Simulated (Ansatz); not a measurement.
# BCl2H2N: the cost of one run

Method: RHF/cc-pVDZ, in Ansatz 0.2.0.

**1. The structure to begin with**

Bond lengths: B1–Cl2 1.860 Å, B1–Cl3 1.860 Å, B1–N4 1.550 Å, N4–H5 1.060 Å, N4–H6 1.060 Å. Angles: Cl2–B1–Cl3 120.0°, Cl2–B1–N4 120.0°, Cl3–B1–N4 120.0°, B1–N4–H5 120.0°, B1–N4–H6 120.0°, H5–N4–H6 120.0°.

As a file:

```xyz
6

B     0.0000    0.0000    0.0000
Cl    0.0000    0.0000    1.8600
Cl    1.6108    0.0000   -0.9300
N    -1.3423    0.0000   -0.7750
H    -2.0112   -0.8164   -0.6764
H    -1.5914    0.8164   -1.4036
```

**2. Preparing the start**

Input file input.yaml:

```yaml
crystal:
  periodic: [false, false, false]
  atoms:
    - { symbol: B, position_ang: [0.0, 0.0, 0.0] }
    - { symbol: Cl, position_ang: [0.0, 0.0, 1.86] }
    - { symbol: Cl, position_ang: [1.6108, 0.0, -0.93] }
    - { symbol: "N", position_ang: [-1.3423, 0.0, -0.775] }
    - { symbol: H, position_ang: [-2.0112, -0.8164, -0.6764] }
    - { symbol: H, position_ang: [-1.5914, 0.8164, -1.4036] }
basis:
  gaussian: { orbitals: cc-pVDZ }
hamiltonian:
  xc: hf
relax:
  f_tol: 0.02
  max_steps: 40
```

Command:

```
> ansatz run input.yaml --threads 1 --pin off --max-ram 2048MiB --backend cpu --events-out ev --progress --plain --runs-dir out
```

What time and memory should one allow on 1 thread of Intel Xeon Platinum 8259CL at 2.50GHz (Skylake/Cascade Lake), shared host?

About 15 s, with a peak of 0.16 GiB.
